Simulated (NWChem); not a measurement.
# InF (SMILES [F][In]), step by step

Wanted: a structure relaxation (TPSS-D3(0)/6-31G*/def2-SVP), then the harmonic vibrations (TPSS-D3(0)/6-31G*/def2-SVP), then energy and one-electron properties of InF. 

Program for the calculation: NWChem 7.3.0.

### Step 1. The molecule

The species is InF (2 atoms), meant as a singlet with charge 0. SMILES: `[F][In]`. The shape comes from GFN2-xTB, which is rough for such elements, and wasn't checked as a minimum. The run starts from this shape.

Bond lengths: F1–In2 2.025 Å.

### Step 2. A geometry optimisation at TPSS-D3(0)/6-31G(d)/def2-SVP (density fitting with weigend coulomb fitting, core potential, Cartesian functions, trust 0.2) (run 1)

The input, fin.nw:

```
start fin
memory stack 880 mb heap 220 mb global 1100 mb

geometry units angstroms
  F      0.000000     0.000000     0.000000
  In     0.000000     0.000000     2.025490
end

basis "ao basis"
  * library 6-31G* except In
  In library def2-SVP
end

ecp
  In library def2-ecp
end

basis "cd basis" spherical
  * library "weigend coulomb fitting"
end

dft
  xc xtpss03 ctpss03
  disp vdw 3
  grid coarse
  direct
  iterations 200
  print low
end

driver
  maxiter 30
  trust 0.2
end

task dft optimize
```

Command:

```
$ nwchem fin.nw > fin.out
```

The program printed:

```text
[...]
 Group name             C4v
[...]
 d= 0,ls=0.0,diis     1   -289.8414778636 -3.39D+02  8.02D-02  7.58D-01     0.5
[...]
         Total DFT energy =     -289.952127548085
[...]
@    0    -289.95212755  0.0D+00  0.01106  0.01106  0.00000  0.00000      1.6
[...]
         Total DFT energy =     -289.952369512433
[...]
@    1    -289.95247770 -3.5D-04  0.00097  0.00097  0.01918  0.03322      3.0
[...]
         Total DFT energy =     -289.952480012571
[...]
         Total DFT energy =   -289.952480012571
[...]
@    2    -289.95248001 -2.3D-06  0.00010  0.00010  0.00154  0.00267      3.8
[...]
 d= 0,ls=0.0,diis     2   -289.9524800352 -1.11D-09  7.92D-06  7.38D-08     4.1
         Total DFT energy =     -289.952480035234
      One electron energy =     -575.610383060672
           Coulomb energy =      262.608825790925
    Exchange-Corr. energy =      -27.136368472465
 Nuclear repulsion energy =       50.185468697285
    Dispersion correction =       -0.000022990306
[...]
         Total DFT energy =   -289.952480035234
[...]
                         DFT ENERGY GRADIENTS
    atom               coordinates                        gradient
                 x          y          z           x          y          z
   1 F       0.000000   0.000000  -3.202885    0.000000   0.000000   0.000002
   2 In      0.000000   0.000000   0.563146    0.000000   0.000000  -0.000002
[...]
@    3    -289.95248004 -2.3D-08  0.00000  0.00000  0.00015  0.00025      4.3
[...]
      Optimization converged
[...]
@    3    -289.95248004 -2.3D-08  0.00000  0.00000  0.00015  0.00025      4.3
[...]
```

Run time: 5.1 s. Hardware: 1 thread of AMD EPYC 7R43 (Zen 3), shared host; peak memory 0.12 GiB.

Steps, from the record of the run:

| step | energy from the first frame kept (eV) |
| --- | --- |
| 0 | 0.0000 |
| 1 | -0.0095 |
| 2 | -0.0096 |
| 3 | -0.0096 |

After the run. Bond lengths: F1–In2 1.993 Å.

### Step 3. The harmonic vibrations at TPSS-D3(0)/6-31G(d)/def2-SVP (density fitting with weigend coulomb fitting, core potential, Cartesian functions) (run 2)

The input, fin.nw:

```
START fin
memory total 2200 mb

GEOMETRY units angstroms
  F     0.000000    0.000000   -1.694894
  In    0.000000    0.000000    0.298004
END

BASIS
  * library 6-31G* except In
  In library def2-SVP
END

ECP
  In library def2-ecp
END

BASIS "cd basis" spherical
  * library "weigend coulomb fitting"
END

DFT
  xc xtpss03 ctpss03
  disp vdw 3
  grid coarse
  direct
  iterations 200
  print low
END

FREQ
  temp 1 600
END

TASK dft frequencies
```

Command:

```
$ nwchem fin.nw > fin.out
```

The program printed:

```text
[...]
 Group name             C4v
[...]
 d= 0,ls=0.0,diis     1   -289.8449902907 -3.40D+02  7.82D-02  7.44D-01     0.5
[...]
         Total DFT energy =     -289.952480039974
[...]
         Total DFT energy =     -289.952480041931
[...]
         Total DFT energy =     -289.952480044204
[...]
         Total DFT energy =     -289.952480041866
[...]
         Total DFT energy =     -289.952470201936
[...]
 d= 0,ls=0.0,diis     5   -289.9524700178 -5.31D-08  2.19D-06  4.89D-09    13.6
         Total DFT energy =     -289.952470017763
      One electron energy =     -575.872224211532
           Coulomb energy =      262.738026267368
    Exchange-Corr. energy =      -27.137321160822
 Nuclear repulsion energy =       50.319071593088
    Dispersion correction =       -0.000022505865
[...]
                         DFT ENERGY GRADIENTS
    atom               coordinates                        gradient
                 x          y          z           x          y          z
   1 F       0.000000   0.000000  -3.181647   -0.000000   0.000000   0.002016
   2 In      0.000000   0.000000   0.574384    0.000000  -0.000000  -0.002016
[...]
 Zero-Point correction to Energy  =    0.811 kcal/mol  (  0.001292 au)
 Thermal correction to Energy     =    4.350 kcal/mol  (  0.006932 au)
 Thermal correction to Enthalpy   =    5.541 kcal/mol  (  0.008831 au)
 Total Entropy                    =   62.207 cal/mol-K
   - Translational                =   44.043 cal/mol-K (mol. weight = 133.9025)
   - Rotational                   =   16.643 cal/mol-K (symmetry #  =        1)
   - Vibrational                  =    1.521 cal/mol-K
 Cv (constant volume heat capacity) =    6.672 cal/mol-K
   - Translational                  =    2.979 cal/mol-K
   - Rotational                     =    1.986 cal/mol-K
   - Vibrational                    =    1.706 cal/mol-K
[...]
 Normal Eigenvalue ||           Projected Infra Red Intensities
  Mode   [cm**-1]  || [atomic units] [(debye/angs)**2] [(KM/mol)] [arbitrary]
 ------ ---------- || -------------- ----------------- ---------- -----------
    1       -0.000 ||    0.000000           0.000         0.000       0.000
    2        0.000 ||    0.003152           0.073         3.073       2.268
    3        0.000 ||    0.003152           0.073         3.073       2.268
    4        0.000 ||    0.000521           0.012         0.508       0.375
    5        0.000 ||    0.000521           0.012         0.508       0.375
    6      567.371 ||    0.076055           1.755        74.143      54.715
 ----------------------------------------------------------------------------
[...]
```

It took 15 s on 1 thread of AMD EPYC 7R43 (Zen 3), shared host; peak memory 0.12 GiB.

### Step 4. Energy and one-electron properties at TPSS-D3(0)/6-31G(d)/def2-SVP (density fitting with weigend coulomb fitting, core potential, Cartesian functions) (run 3)

The input, fin.nw:

```
start fin
title "InF"
memory 2200 mb

geometry units angstrom
F        0.000000       0.000000      -1.694894
In       0.000000       0.000000       0.298004
end

basis "ao basis"
* library 6-31G* except In
In library def2-SVP
end

ecp
In library def2-ecp
end

basis "cd basis" spherical
* library "weigend coulomb fitting"
end

dft
xc xtpss03 ctpss03
disp vdw 3
grid coarse
direct
iterations 200
end

property
dipole
mulliken
quadrupole
end

task dft property
```

Command:

```
$ nwchem fin.nw > fin.out
```

The program printed:

```text
[...]
 Group name             C4v
[...]
          Wavefunction type:  closed shell.
          No. of atoms     :     2
          No. of electrons :    30
[...]
          Charge           :     0
          Spin multiplicity:     1
[...]
          AO basis - number of functions:    43
[...]
              XC Information
              --------------
                  TPSS metaGGA Exchange Functional  1.000
             TPSS03 metaGGA Correlation Functional  1.000
[...]
 d= 0,ls=0.0,diis     1   -289.8449627910 -3.40D+02  7.82D-02  7.43D-01     0.5
[...]
 d= 0,ls=0.0,diis    10   -289.9524280482 -5.16D-08  1.53D-06  7.23D-09     1.5
         Total DFT energy =     -289.952428048209
      One electron energy =     -575.610060370697
           Coulomb energy =      262.608467505400
    Exchange-Corr. energy =      -27.136270786507
 Nuclear repulsion energy =       50.185458593939
    Dispersion correction =       -0.000022990343
[...]
   Dipole moment        2.3520134169 Debye(s)
             DMX       -0.0000000000 DMXEFC        0.0000000000
             DMY       -0.0000000000 DMYEFC        0.0000000000
             DMZ        2.3520134169 DMZEFC        0.0000000000
   -EFC- dipole         0.0000000000 DEBYE(S)
   Total dipole         2.3520134169 DEBYE(S)
[...]
```

It took 2.2 s on 1 thread of AMD EPYC 7R43 (Zen 3), shared host; peak memory 0.12 GiB.

### Step 5. What came out

```
                                                                                 quantity             value
                               run 1, TPSS-D3(0)/6-31G*/def2-SVP: total energy at the end     -289.95248 Eh
                                           run 1, TPSS-D3(0)/6-31G*/def2-SVP: bond length           1.993 Å
                                     run 1, TPSS-D3(0)/6-31G*/def2-SVP: dispersion energy      -0.06 kJ/mol
                    run 2, TPSS-D3(0)/6-31G*/def2-SVP: energy of the last displaced shape     -289.95247 Eh
                                   run 2, TPSS-D3(0)/6-31G*/def2-SVP: harmonic wavenumber          567 cm⁻¹
                                     run 2, TPSS-D3(0)/6-31G*/def2-SVP: zero-point energy        3.4 kJ/mol
run 2, TPSS-D3(0)/6-31G*/def2-SVP: ideal-gas entropy at 600 K (symmetry number 1 as used)  62.2 cal/(mol K)
                                          run 3, TPSS-D3(0)/6-31G*/def2-SVP: total energy     -289.95243 Eh
                                         run 3, TPSS-D3(0)/6-31G*/def2-SVP: dipole moment            2.35 D
                                           run 3, TPSS-D3(0)/6-31G*/def2-SVP: HOMO energy          -6.23 eV
                                           run 3, TPSS-D3(0)/6-31G*/def2-SVP: LUMO energy          -1.93 eV
                                         run 3, TPSS-D3(0)/6-31G*/def2-SVP: HOMO–LUMO gap           4.30 eV
```

**Reading.** The optimisation (run 1, TPSS-D3(0)/6-31G*/def2-SVP) took 4 steps and changed the energy by -0.010 eV. The one mode (run 2, TPSS-D3(0)/6-31G*/def2-SVP) is real, so the shape is a minimum at this level.
